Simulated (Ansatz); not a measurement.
This script drives Ansatz's Python interface.

Script `hull_irrh3.py`:
```python
"""Stability of Ir-Rh compounds against each other, after relaxing cells and atoms."""

from collections import Counter
import warnings

import ansatz as az
from pymatgen.analysis.phase_diagram import PDEntry, PhaseDiagram
from pymatgen.core import Composition

CUTOFF_EV = 550
XC = "pbesol"
MAX_SCF = 50
K_SPACING = 0.14
OCCUPATIONS = "gaussian"
SIGMA = 0.05

PHASES = {
    "IrRh3 Pm-3m": (
        [(3.81706, 0.0, 0.0), (0.0, 3.81706, 0.0), (0.0, 0.0, 3.81706)],
        [
            ("Ir", (0.0, 0.0, 0.0)),
            ("Rh", (0.0, 0.5, 0.5)),
            ("Rh", (0.5, 0.0, 0.5)),
            ("Rh", (0.5, 0.5, 0.0)),
        ],
    ),
    "Ir3Rh Pm-3m": (
        [(3.84034, 0.0, 0.0), (0.0, 3.84034, 0.0), (0.0, 0.0, 3.84034)],
        [
            ("Ir", (0.5, 0.0, 0.5)),
            ("Ir", (0.0, 0.5, 0.5)),
            ("Ir", (0.5, 0.5, 0.0)),
            ("Rh", (0.0, 0.0, 0.0)),
        ],
    ),
    "Ir": (
        [(0.0, 1.9156, 1.9156), (1.9156, 0.0, 1.9156), (1.9156, 1.9156, 0.0)],
        [
            ("Ir", (0.0, 0.0, 0.0)),
        ],
    ),
    "Rh": (
        [(0.0, 1.89785, 1.89785), (1.89785, 0.0, 1.89785), (1.89785, 1.89785, 0.0)],
        [
            ("Rh", (0.0, 0.0, 0.0)),
        ],
    ),
}


def build(vectors, sites):
    crystal = az.Crystal(lattice=az.Lattice.of(vectors))
    for symbol, position in sites:
        crystal = crystal.atom(symbol, position)
    return crystal


def ground_state(name, crystal):
    calc = (
        crystal.calculation()
        .basis(CUTOFF_EV)
        .functional(XC)
        .scf(max_iterations=MAX_SCF)
        .kpoints(spacing=K_SPACING)
        .occupations(OCCUPATIONS, width=SIGMA)
    )
    calc = calc.relax(force_tolerance=0.01, max_steps=30, cell=True)
    return calc.run()


def counts(outcome):
    return Counter(site.symbol for site in outcome.lattice.sites)


def main() -> None:
    warnings.simplefilter("ignore", az.DeckWarning)

    phases = {name: build(*cell) for name, cell in PHASES.items()}

    done = {name: ground_state(name, crystal) for name, crystal in phases.items()}

    entries = [PDEntry(Composition(dict(counts(o))), o.report["energy_sigma0_ev"], name=name) for name, o in done.items()]
    diagram = PhaseDiagram(entries)
    rows = [(e.name, e.composition.get_atomic_fraction("Rh"), diagram.get_form_energy_per_atom(e), diagram.get_e_above_hull(e)) for e in entries]
    rows.sort(key=lambda row: row[1])
    print("     phase       x(Rh)  E_form (eV/atom)  above hull (eV/atom)")
    for row in rows:
        print(f"{str(row[0]):>10}  {row[1]:10.3f}  {row[2]:16.4f}  {row[3]:20.4f}")
    print("on the hull of these phases:", ", ".join(row[0] for row in rows if row[3] < 1e-6))


if __name__ == "__main__":
    main()
```

It is started by `python hull_irrh3.py`. Estimate its wall time and peak memory on 1 thread of Arm Neoverse N1, with other jobs on the host.

It took about 4.4 min, with a peak of 0.65 GiB, for 4 runs of the engine.

```console
$ python hull_irrh3.py
     phase       x(Rh)  E_form (eV/atom)  above hull (eV/atom)
        Ir       0.000            0.0000                0.0000
Ir3Rh Pm-3m       0.250           -0.0117                0.0000
IrRh3 Pm-3m       0.750           -0.0109                0.0000
        Rh       1.000            0.0000                0.0000
on the hull of these phases: Ir, Ir3Rh Pm-3m, IrRh3 Pm-3m, Rh
```

What to keep in mind:
- Spin-orbit coupling, which matters for elements this heavy, is left out.
- The cells come from databases of deposited and of computed structures, and not all need be stable phases.
- Differences under about 40 meV an atom lie within the error of mesh and functional, so such verdicts may flip; only the cells listed enter the hull.
